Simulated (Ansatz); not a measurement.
# CCSD/STO-3G run of InI (SMILES [In][I])

What is the electronic atomisation energy of InI at CCSD/STO-3G? 

The calculation is run with Ansatz 0.2.0.

48 further runs of the same task are left out: 15 that didn't finish, 33 set aside as unsound or not needed.

## Step 1: The system as given

InI has 2 atoms, charge 0, and is taken as a singlet. SMILES: `[In][I]`. Geometry: a GFN2-xTB relaxation, a rough one for these elements and not checked as a minimum.

Bond lengths: In1–I2 2.789 Å.

## Step 2: A single-point energy at CCSD/STO-3G

Input file job.yaml:

```yaml
basis:
  gaussian: {orbitals: STO-3G}
crystal:
  periodic: [false, false, false]
  atoms:
    - {symbol: In, position_ang: [0.000000, 0.000000, 0.000000]}
    - {symbol: I, position_ang: [0.000000, 0.000000, 2.789210]}
correlation: {method: ccsd, frozen_orbitals: {I: 18, In: 18}}
accuracy: high
scf: {omitted_lower_state_checks: [cluster_reference, increment]}
```

Run with:

```bash
$ ansatz run job.yaml --threads 1 --pin off --max-ram 2610MiB --events-out events.jsonl --progress --plain --runs-dir runs
```

Log, shortened:

```text
Warning: RAYON_NUM_THREADS=1 ignored (pool sized by the plan → 1); use --threads N
Functional definition: HF
  name "HF"
[...]
821 factors; integrals over basis functions are off by at most 4.8e-9 eV
[...]
mean field -341057.12583292 eV, -12533.6181975370 hartree, gradient 6.8e-8 eV, S^2 0.000000; 0 other end points of the search recorded, 0 dependent functions left out
36 core orbitals not correlated: weight in the atoms' cores, before any rotation towards them, 1.000 or more for the frozen orbitals, at most 0.000 for the correlated occupied ones
reference -341057.12583292 eV, -12533.6181975370 hartree; 15, 15 occupied and 3, 3 virtual orbitals, 821 factors
second order -0.65537982 eV of doubles, -0.00000000 eV of singles
cycle   1  -0.86193856 eV  change   -2.1e-1 eV  update   6.8e-2
[...]
cycle  17  -1.02276047 eV  change    2.4e-9 eV  update   2.4e-9
Total energy: -341058.14859339 eV, -12533.6557832910 hartree
Checks for a lower state left out: cluster_reference, increment
```

It took 1.7 s on 1 thread of Arm Neoverse V1, shared host; peak memory 0.14 GiB.

## Step 3: The I atom, same level

Input file run.yaml:

```yaml
basis:
  gaussian: {orbitals: STO-3G}
crystal:
  periodic: [false, false, false]
  atoms:
    - {symbol: I, position_ang: [0.000000, 0.000000, 0.000000]}
magnetization: {spin_polarized: true, initial_magnetization: 1}
correlation: {method: ccsd, frozen_orbitals: {I: 18}}
accuracy: high
scf: {omitted_lower_state_checks: [cluster_reference, increment]}
```

Run with:

```bash
$ ansatz run run.yaml --threads 1 --pin off --max-ram 2610MiB --events-out events.jsonl --progress --plain --runs-dir runs
```

Log, shortened:

```text
Warning: RAYON_NUM_THREADS=1 ignored (pool sized by the plan → 1); use --threads N
Functional definition: HF
  name "HF"
[...]
251 factors; integrals over basis functions are off by at most 4.1e-9 eV
[...]
mean field -186416.39740312 eV, -6850.6762469923 hartree, gradient 1.4e-9 eV, S^2 0.750000; 3 other end points of the search recorded, 0 dependent functions left out
18 core orbitals not correlated: weight in the atoms' cores, before any rotation towards them, 1.000 or more for the frozen orbitals, at most 0.000 for the correlated occupied ones
reference -186416.39740312 eV, -6850.6762469923 hartree; 9, 8 occupied and 0, 1 virtual orbitals, 251 factors
second order 0.00000000 eV of doubles, 0.00000000 eV of singles
cycle   1  0.00000000 eV  change     0.0e0 eV  update    0.0e0
cycle   2  0.00000000 eV  change     0.0e0 eV  update    0.0e0
Total energy: -186416.39740312 eV, -6850.6762469923 hartree
Checks for a lower state left out: cluster_reference, increment
```

Wall time 0.22 s (1 thread of Arm Neoverse V1, shared host).

## Step 4: The In atom at the same level

Input file in.yaml:

```yaml
crystal:
  periodic: [false, false, false]
  atoms:
    - {symbol: In, position_ang: [0.000000, 0.000000, 0.000000]}
basis:
  gaussian:
    orbitals: STO-3G
accuracy: high
magnetization:
  spin_polarized: true
  initial_magnetization: 1
correlation:
  method: ccsd
  frozen_orbitals: {In: 18}
scf:
  omitted_lower_state_checks: [cluster_reference, increment]
```

Run with:

```bash
$ ansatz run in.yaml --threads 1 --pin off --max-ram 2610MiB --events-out events.jsonl --progress --plain --runs-dir runs
```

Log, shortened:

```text
Warning: RAYON_NUM_THREADS=1 ignored (pool sized by the plan → 1); use --threads N
Functional definition: HF
  name "HF"
[...]
251 factors; integrals over basis functions are off by at most 4.7e-9 eV
[...]
mean field -154636.25040505 eV, -5682.7773861704 hartree, gradient 7.2e-9 eV, S^2 0.750002; 5 other end points of the search recorded, 0 dependent functions left out
18 core orbitals not correlated: weight in the atoms' cores, before any rotation towards them, 1.000 or more for the frozen orbitals, at most 0.000 for the correlated occupied ones
reference -154636.25040505 eV, -5682.7773861704 hartree; 7, 6 occupied and 2, 3 virtual orbitals, 251 factors
second order -0.39953943 eV of doubles, 0.00000000 eV of singles
cycle   1  -0.58176005 eV  change   -1.8e-1 eV  update   5.8e-2
[...]
cycle  17  -0.72175928 eV  change   1.0e-10 eV  update  5.3e-11
Total energy: -154636.97216432 eV, -5682.8039103345 hartree
Checks for a lower state left out: cluster_reference, increment
```

Run time: 0.4 s. Hardware: 1 thread of Arm Neoverse V1, shared host.

## Step 5: What came out

At CCSD/STO-3G, 36 core orbitals frozen:

| quantity | value |
| --- | --- |
| molecule: total energy | -12533.65578 Eh |
| molecule: correlation energy (36 core orbitals frozen) | -37.6 mEh |
| molecule: T1 diagnostic | 0.006 |
| I atom: total energy | -6850.67625 Eh |
| I atom: correlation energy (18 core orbitals frozen) | 0.0 mEh |
| I atom: ⟨S²⟩ of the reference determinant | 0.750 |
| I atom: T1 diagnostic | 0.000 |
| In atom: total energy | -5682.80391 Eh |
| In atom: correlation energy (18 core orbitals frozen) | -26.5 mEh |
| In atom: ⟨S²⟩ of the reference determinant | 0.750 |
| In atom: T1 diagnostic | 0.000 |
| electronic atomisation energy | 4.779 eV |

What this shows: Taking the molecule apart into free atoms costs 4.78 eV (110 kcal/mol), before zero-point energy and without spin-orbit coupling. In a minimal basis such a difference can be off by several eV, whatever the method. Relativity is left out (molecule) although the molecule holds a heavy atom. Relativity is left out (I atom) although the molecule holds a heavy atom. Relativity is left out (In atom) although the molecule holds a heavy atom.
